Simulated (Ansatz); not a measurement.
# AlH6O3P: the cost of one run

Program: Ansatz 0.2.0. Level of theory: RKS PBE-D4/cc-pVDZ. These are calculated values, not measurements.

1 further run of the same task is left out (it didn't finish).

### Step 1. The starting structure

Bond lengths: Al1–O2 2.130 Å, O2–H3 1.010 Å, Al1–O4 1.780 Å, O4–H5 1.010 Å, Al1–O6 1.780 Å, O6–H7 1.010 Å, Al1–P8 2.580 Å, P8–H9 1.420 Å, P8–H10 1.420 Å, P8–H11 1.651 Å. Angles (14 of 15 angles, heavy atoms first): O2–Al1–O4 120.0°, O2–Al1–O6 120.0°, O2–Al1–P8 71.6°, O4–Al1–O6 120.0°, O4–Al1–P8 96.8°, O6–Al1–P8 101.3°, Al1–O2–H3 109.5°, Al1–O4–H5 109.5°, Al1–O6–H7 109.5°, Al1–P8–H9 109.5°, Al1–P8–H10 109.5°, Al1–P8–H11 62.4°, H9–P8–H10 109.4°, H9–P8–H11 52.8°.

Coordinates:

```xyz
11

Al    0.0000    0.0000    0.0000
O     0.0000    0.0000    2.1300
H    -0.9095   -0.2814    2.4671
O     1.5415    0.0000   -0.8900
H     1.8414   -0.9519   -1.0449
O    -1.5415    0.0000   -0.8900
H    -2.0512   -0.8467   -0.6815
P     0.1156    2.4456    0.8135
H     0.6761    2.4854    2.1176
H     0.9270    3.2022   -0.0729
H     0.0596    1.2596    1.9613
```

### Step 2. A restrained relaxation towards end A

Springs on the bonds that form and break draw the guess towards this end; the thresholds are loose.

File input.yaml:

```yaml
crystal:
  periodic: [false, false, false]
  atoms:
    - { symbol: Al, position_ang: [0.0, 0.0, 0.0] }
    - { symbol: O, position_ang: [0.0, 0.0, 2.13] }
    - { symbol: H, position_ang: [-0.9095, -0.2814, 2.4671] }
    - { symbol: O, position_ang: [1.5415, 0.0, -0.89] }
    - { symbol: H, position_ang: [1.8414, -0.9519, -1.0449] }
    - { symbol: O, position_ang: [-1.5415, 0.0, -0.89] }
    - { symbol: H, position_ang: [-2.0512, -0.8467, -0.6815] }
    - { symbol: P, position_ang: [0.1156, 2.4456, 0.8135] }
    - { symbol: H, position_ang: [0.6761, 2.4854, 2.1176] }
    - { symbol: H, position_ang: [0.927, 3.2022, -0.0729] }
    - { symbol: H, position_ang: [0.0596, 1.2596, 1.9613] }
basis:
  gaussian: { orbitals: cc-pVDZ }
hamiltonian:
  xc: pbe
  dispersion: d4
relax:
  f_tol: 0.15
  max_steps: 25
  restrain:
    - { distance: [0, 7], at: 3.48, k: 30.0 }
    - { distance: [10, 1], at: 2.21, k: 30.0 }
    - { distance: [0, 1], at: 1.78, k: 30.0 }
    - { distance: [10, 7], at: 1.42, k: 30.0 }
output:
  orbitals: {}
```

Command:

```console
$ ansatz run input.yaml --threads 2 --pin off --max-ram 3072MiB --backend cpu --events-out ev --progress --plain --runs-dir out
```

Q: Estimate wall time and peak memory on 2 threads of Arm Neoverse V2, shared host.

About 53 s, with a peak of 0.16 GiB.
